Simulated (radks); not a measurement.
**Ionisation of Mg⁺: one atom, several choices of relativity**

An exercise on one series of results from a longer session: the logs are not shown, and one member is left open.

Program: radks (a radial shooting solver on a logarithmic mesh, Libxc functionals) version 1. Level of theory: Kohn-Sham, PBE, spin-unpolarised, spherical densities. These are calculated values, not measurements, unless marked.

2 further runs of the same task are left out: 2 set aside as unsound or not needed.

### The system

```
element       : magnesium (Z = 12)
charge        : +1
electrons     : 11
configuration : [Ne] 3s1
ion           : Mg²⁺, [Ne]
choices       : non-relativistic; scalar-relativistic; Dirac, 2j+1 shares; scalar-relativistic, finite nucleus; Dirac, 2j+1 shares, finite nucleus; Dirac, c × 0.75; Dirac, c × 1.25; Dirac, c × 1.5
```

The outer shells:

Mg⁺
```
[Ne] core
3s [↑ ]
```

Mg²⁺
```
[He] core
2s [↑↓]
2p [↑↓][↑↓][↑↓]
```

The first run:

Input:

```text
Z 12
configuration [Ne] 3s1
relativity non-relativistic
functional pbe,pbe
spin unpolarised
nucleus point
```

Steps of the session up to this table: non-relativistic: Mg⁺.

One table of the session follows, with a row left open; its other results are not shown here.

It belongs to the step «non-relativistic: Mg⁺». From the orbitals of this run (lengths in bohr):

| level | <r> | outermost maximum (interpolated) | 90 % within | nodes |
| --- | --- | --- | --- | --- |
| 1s | 0.1309 | 0.0854 | 0.234 | 0 |
| 2s | 0.6983 | 0.548 | 1.11 | 1 |
| 2p | ? | ? | ? | ? |
| 3s | 2.798 | 2.36 | 4.23 | 2 |

**Question.** Estimate the row for 2p.

**Answer.** <r>: 0.6880; outermost maximum (interpolated): 0.479; 90 % within: 1.17; nodes: 0. In the column «<r>» it lies between 1s (0.1309) and 2s (0.6983).

Limits of these values: Spin polarisation and multiplet splitting of open shells are left out at every level.
